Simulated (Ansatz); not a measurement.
# CH5AlFN (SMILES C[NH][AlH][F]): levels of theory compared

Aim: a comparison of 6 runs (HF/3-21G, HF/def2-SVP, PBE-QIDH/def2-SVP, RPA@PBE/def2-SVP, RPA@PBE0/def2-SVP, CCSD(T)/def2-SVP) of CH5AlFN. 

The results are computed with Ansatz 0.2.0.

122 further runs of the same task are left out: 122 set aside as unsound or not needed. Runs told in other sessions of the task aren't counted.

### 1 The system as given

CH5AlFN has 9 atoms, charge 0, and is taken as a singlet. SMILES: `C[NH][AlH][F]`. One bond was lengthened or shortened from a relaxed shape.

Bond lengths: C1–N2 1.448 Å, N2–Al3 1.758 Å, Al3–F4 1.899 Å, C1–H5 1.096 Å, C1–H6 1.093 Å, C1–H7 1.096 Å, N2–H8 1.009 Å, Al3–H9 1.571 Å. Some angles: C1–N2–Al3 127.2°, N2–Al3–F4 117.9°, C1–N2–H8 112.3°, Al3–N2–H8 120.5°, N2–C1–H5 112.3°, N2–C1–H6 110.0°, N2–C1–H7 112.3°, N2–Al3–H9 122.1°, F4–Al3–H9 120.1°, H5–C1–H6 107.1°.

### 2 A single-point energy at HF/3-21G (run 1)

input.yaml reads:

```yaml
crystal:
  periodic: [false, false, false]
  atoms:
    - symbol: C
      position_ang: [-0.572416, 1.066656, -0.880962]
    - symbol: "N"
      position_ang: [-0.083416, -0.210244, -0.404162]
    - symbol: Al
      position_ang: [0.576384, -0.569544, 1.185338]
    - symbol: F
      position_ang: [1.143100, -2.349500, 1.529300]
    - symbol: H
      position_ang: [-1.631416, 1.028656, -1.161262]
    - symbol: H
      position_ang: [-0.475316, 1.821156, -0.095662]
    - symbol: H
      position_ang: [-0.009216, 1.430556, -1.747962]
    - symbol: H
      position_ang: [-0.154916, -0.933744, -1.103662]
    - symbol: H
      position_ang: [0.704384, 0.526956, 2.302938]
basis:
  gaussian:
    orbitals: 3-21G.json
hamiltonian:
  xc: hf
accuracy: high
output: {orbitals: {seedname: orbitals}}
```

The basis set 3-21G is read from a file made from the Basis Set Exchange's data (not shown).

Started as:

```console
$ ansatz run input.yaml --threads 1 --pin off --max-ram 2610MiB --events-out events.jsonl --progress --plain --runs-dir runs
```

Standard output:

```text
Warning: RAYON_NUM_THREADS=1 ignored (pool sized by the plan → 1); use --threads N
Functional definition: HF
  name "HF"
  exchange = exact_x
  correlation = 0
1153 factors; integrals over basis functions are off by at most 1.1e-8 eV
mean field evaluation 1: about -11813.8745 eV, gradient 3.9e1 eV
mean field evaluation 2: about -11814.1311 eV, gradient 3.9e1 eV
mean field evaluation 4: about -11817.1351 eV, gradient 1.9e0 eV
mean field evaluation 8: about -11817.1736 eV, gradient 2.0e-1 eV
mean field evaluation 16: about -11817.1738 eV, gradient 2.1e-8 eV
mean field -11817.17379474 eV, -434.2731269885 hartree, gradient 3.7e-8 eV, S^2 0.000000; 0 other end points of the search recorded, 0 dependent functions left out
reference -11817.17379474 eV, -434.2731269885 hartree; 20, 20 occupied and 30, 30 virtual orbitals, 1153 factors
Total energy: -11817.17379474 eV, -434.2731269885 hartree
```

It took 0.52 s on 1 thread of Arm Neoverse V2, shared host; peak memory 0.1 GiB.

### 3 The energy at HF/def2-SVP (run 2)

run.yaml reads:

```yaml
crystal:
  periodic: [false, false, false]
  atoms:
    - {symbol: C, position_ang: [-0.572416, 1.066656, -0.880962]}
    - {symbol: N, position_ang: [-0.083416, -0.210244, -0.404162]}
    - {symbol: Al, position_ang: [0.576384, -0.569544, 1.185338]}
    - {symbol: F, position_ang: [1.143100, -2.349500, 1.529300]}
    - {symbol: H, position_ang: [-1.631416, 1.028656, -1.161262]}
    - {symbol: H, position_ang: [-0.475316, 1.821156, -0.095662]}
    - {symbol: H, position_ang: [-0.009216, 1.430556, -1.747962]}
    - {symbol: H, position_ang: [-0.154916, -0.933744, -1.103662]}
    - {symbol: H, position_ang: [0.704384, 0.526956, 2.302938]}
basis:
  gaussian: {orbitals: def2-SVP}
hamiltonian: {xc: hf}
accuracy: high
output: {orbitals: {seedname: orbitals}}
```

Started as:

```console
$ ansatz run run.yaml --threads 1 --pin off --max-ram 2610MiB --events-out events.jsonl --progress --plain --runs-dir runs
```

Standard output:

```text
Warning: RAYON_NUM_THREADS=1 ignored (pool sized by the plan → 1); use --threads N
[... 4 set-up lines as earlier in the session ...]
1937 factors; integrals over basis functions are off by at most 7.6e-9 eV
mean field evaluation 1: about -11872.0848 eV, gradient 4.1e1 eV
mean field evaluation 2: about -11872.1630 eV, gradient 4.1e1 eV
mean field evaluation 4: about -11875.9165 eV, gradient 2.8e0 eV
mean field evaluation 8: about -11875.9605 eV, gradient 2.5e-1 eV
mean field evaluation 16: about -11875.9608 eV, gradient 1.2e-8 eV
mean field -11875.96077505 eV, -436.4335086677 hartree, gradient 1.2e-8 eV, S^2 0.000000; 0 other end points of the search recorded, 0 dependent functions left out
reference -11875.96077505 eV, -436.4335086677 hartree; 20, 20 occupied and 65, 65 virtual orbitals, 1937 factors
Total energy: -11875.96077505 eV, -436.4335086677 hartree
```

Wall time 2 s (1 thread of Arm Neoverse V2, shared host); peak memory 0.22 GiB.

Runs 3 to 5 aren't shown in full; the table further down has their settings and results.

### 4 The energy at CCSD(T)/def2-SVP (run 6)

input.yaml: that of step 2 with these lines changed.

```diff
@@ -1 +1,4 @@
+basis:
+  gaussian:
+    orbitals: def2-SVP
 crystal:
@@ -21,8 +24,7 @@
       position_ang: [0.704384, 0.526956, 2.302938]
-basis:
-  gaussian:
-    orbitals: 3-21G.json
-hamiltonian:
-  xc: hf
+correlation:
+  method: ccsd_t
+  frozen_orbitals: {Al: 5, C: 1, F: 1, H: 0, "N": 1}
 accuracy: high
-output: {orbitals: {seedname: orbitals}}
+scf:
+  omitted_lower_state_checks: [cluster_reference, increment]
```

Started as:

```console
$ ansatz run input.yaml --threads 1 --pin off --max-ram 2610MiB --events-out events.jsonl --progress --plain --runs-dir runs
```

Standard output:

```text
Warning: RAYON_NUM_THREADS=1 ignored (pool sized by the plan → 1); use --threads N
[... 12 lines left out ...]
8 core orbitals not correlated: weight in the atoms' cores, before any rotation towards them, 1.000 or more for the frozen orbitals, at most 0.000 for the correlated occupied ones
[... 25 lines left out ...]
Total energy: -11892.72589070 eV, -437.0496153040 hartree
Checks for a lower state left out: cluster_reference, increment
```

It took 17 s on 1 thread of Arm Neoverse V2, shared host; peak memory 0.48 GiB.

### 5 The series

```csv
run,level,frozen core orbitals,energy (Eh),wall time
1,HF/3-21G,–,-434.273127,0.52 s
2,HF/def2-SVP,–,-436.433509,2 s
3,PBE-QIDH/def2-SVP,8,-437.496117,9.3 s
4,RPA@PBE/def2-SVP,8,-437.306312,10 s
5,RPA@PBE0/def2-SVP,8,-437.240952,11 s
6,CCSD(T)/def2-SVP,8,-437.049615,17 s
```

### 6 Outcome

```
                                          quantity          value
                               run 6: total energy  -437.04962 Eh
run 6: correlation energy (8 core orbitals frozen)     -616.1 mEh
                             run 6: (T) correction     -13.36 mEh
                              run 6: T1 diagnostic          0.014
```

What this shows: Over runs 1, 2, 3 the HOMO–LUMO gap runs from 10.57 eV (PBE-QIDH/def2-SVP) to 12.95 eV (HF/def2-SVP). Exact exchange widens orbital gaps. A double hybrid's value is that of its SCF part. All runs together took 51 s, the longest 17 s.
